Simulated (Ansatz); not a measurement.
What does this script print? It uses Ansatz's Python interface.

Contents of `clzn.xyz`:
```text
2

Zn    0.00000    0.00000    0.00000
Cl    0.00000    0.00000    2.16000
```

The script, `run_spin.py`:
```python
"""Gap between spin states of ClZn at one geometry."""

import ansatz


def main() -> None:
    geometry = ansatz.Crystal.molecule_from_extxyz("clzn.xyz")

    setup = (
        geometry.calculation()
        .basis(gaussian="6-31G*")
        .correlation("ccsd_t")
    )
    found = {}
    for unpaired in [1, 3]:
        data = setup.spin("collinear", total=unpaired).run(threads=1).report
        s = unpaired / 2
        found[unpaired] = data["free_energy_ev"]
        print(f"2S+1 = {unpaired + 1}: E = {found[unpaired]:.5f} eV, <S^2> = {abs(data['mean_field']['state']['spin_squared']):.3f} (pure state {s * (s + 1):.2f})")
    lowest = min(found, key=found.get)
    for unpaired, e in found.items():
        print(f"multiplicity {unpaired + 1}: {23.060548 * (e - found[lowest]):.1f} kcal/mol above the lowest")


if __name__ == "__main__":
    main()
```

```console
$ python run_spin.py
2S+1 = 2: E = -60883.37334 eV, <S^2> = 0.753 (pure state 0.75)
2S+1 = 4: E = -60877.08814 eV, <S^2> = 3.756 (pure state 3.75)
multiplicity 2: 0.0 kcal/mol above the lowest
multiplicity 4: 144.9 kcal/mol above the lowest
```

In order: multiplicity 2 (+0.00 eV) and multiplicity 4 (+6.29 eV), all at the one geometry.

Reading the output:
- Total energies depend on the basis set; only differences at equal settings carry meaning.
- The geometry is a force-field or estimated start, not a minimum of this method, and the basis set is short of its limit. All parts are taken at fixed geometry, without zero-point energy.
- The species is open-shell (spin multiplicity 2).
- S² is that of the Hartree-Fock reference.
- The spin state was assumed, and another may lie lower.
- Wall time of the script: 23 s on 1 thread of Arm Neoverse V2, with other jobs on the host, peak memory 0.25 GiB.

(Lines on the test bed's own set-up are left out of the output.)
